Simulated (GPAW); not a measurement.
Crystal: Cu3O2.

```
Cu O
1.0
    -2.02298    2.02298    3.67362
     2.02298   -2.02298    3.67362
     2.02298    2.02298   -3.67362
Cu O
3 2
Direct
  0.00000 0.00000 0.00000
  0.75000 0.25000 0.50000
  0.25000 0.75000 0.50000
  0.50000 0.00000 0.50000
  0.00000 0.50000 0.50000
```

The cell comes from a database or a generator and needn't be the stable form of this composition.

Base run:

- Program: GPAW 26.7.0
- Functional: LDA
- Potentials or basis: the program's PAW data sets (release 1.2.1) made for this functional
- Cutoff: 600 eV
- Basis: pw
- k mesh: 8 × 8 × 8
- Occupations: fermi-dirac, width 0.05 eV
- Spin: no spin polarisation

Its results: pressure -13.1 GPa.

Problem. The run is repeated on the same cell with these changes: cutoff from 600 eV to 800 eV; k mesh from 8 × 8 × 8 to 6 × 6 × 6. What comes out?

Solution. Pressure -10.4 GPa.

Caveats: some runs use coarse meshes; with this Cu data set, volumes or pressures lay over 1.5 % or 2 GPa off other programs in two to four cells of ten; an odd number of electrons without spin polarisation forces a metal; a magnetic or distorted state may lie lower; the run has no spin polarisation, though such a crystal can be magnetic; the cutoff is short for stress and forces, so pressures can be off by a GPa or more (some runs).

Not every run made on this cell is shown here.
